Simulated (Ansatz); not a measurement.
FH5SSi2, SMILES F[SiH2][SiH2]S, a rigid scan of one bond length

Program: Ansatz's Python interface.

The cells in order, each with its output:

In [1]:
```python
import ansatz as az
from ase import Atoms
import matplotlib.pyplot as plt
import numpy as np
```

In [2]:
```python
atoms = Atoms(["F", "Si", "Si", "S", "H", "H", "H", "H", "H"], positions=[
    (-1.1422, 1.426, -1.2297),
    (0.3049, 1.0402, -0.8566),
    (0.2678, -0.939, 0.317),
    (-0.7944, -0.787, 2.1281),
    (1.093, 0.8903, -2.1315),
    (0.9171, 2.1565, -0.0571),
    (1.7105, -1.3298, 0.7206),
    (-0.2397, -2.0269, -0.4895),
    (-2.0285, -0.4765, 1.5816),
])
fh5ssi2 = az.Crystal.molecule_from_ase(atoms)
```

In [3]:
```python
symbols = [site.symbol for site in fh5ssi2.cartesian_sites]
start = np.array([site.position_ang for site in fh5ssi2.cartesian_sites])
axis = (start[4] - start[1]) / np.linalg.norm(start[4] - start[1])
moving = [4]
lengths, energies = [1.28, 1.39, 1.51, 1.66, 1.88, 2.26, 2.71, 3.31], []
for length in lengths:
    xyz = start.copy()
    xyz[moving] += (length - np.linalg.norm(start[4] - start[1])) * axis
    point = az.Crystal.molecule()
    for symbol, place in zip(symbols, xyz):
        point = point.atom(symbol, place.tolist())
    base = point.calculation().basis(gaussian="def2-SVP").functional("PBE0").spin("collinear")
    rep = base.run(threads=1).report
    energies.append(rep["free_energy_ev"])
    print(f"r = {length:6.3f} A  E = {energies[-1]:.5f} eV  <S^2> = {abs(rep['mean_field']['state']['spin_squared']):.3f}")
```
```text
r =  1.280 A  E = -29366.41911 eV  <S^2> = 0.000
r =  1.390 A  E = -29366.87998 eV  <S^2> = 0.000
r =  1.510 A  E = -29366.99732 eV  <S^2> = 0.000
r =  1.660 A  E = -29366.81267 eV  <S^2> = 0.000
r =  1.880 A  E = -29366.22531 eV  <S^2> = 0.000
r =  2.260 A  E = -29364.99871 eV  <S^2> = 0.000
r =  2.710 A  E = -29363.79133 eV  <S^2> = 0.353
r =  3.310 A  E = -29363.23986 eV  <S^2> = 0.879
```

In [4]:
```python
print("energy above the lowest point (eV):", [round(e - min(energies), 3) for e in energies])
plt.figure(figsize=(4.5, 3))
plt.plot(lengths, np.array(energies) - min(energies), "o-")
plt.xlabel("bond length (A)")
plt.ylabel("E - E(min) (eV)")
plt.tight_layout()
plt.savefig("scan.png", dpi=100)
```
```text
energy above the lowest point (eV): [0.578, 0.117, 0.0, 0.185, 0.772, 1.999, 3.206, 3.757]
```

What to keep in mind:
- Total energies depend on the basis set; only differences at equal settings carry meaning.
- The rest of the molecule is held rigid at a force-field or estimated start geometry, and the basis set is modest; single-reference methods fail as a bond breaks.
- The expectation value of S² is noticeably off S(S+1) in at least one run, so that state is spin-contaminated.
- Hardware and time: 100 s on 1 thread of Arm Neoverse N1, with other jobs on the host, peak memory 0.4 GiB.
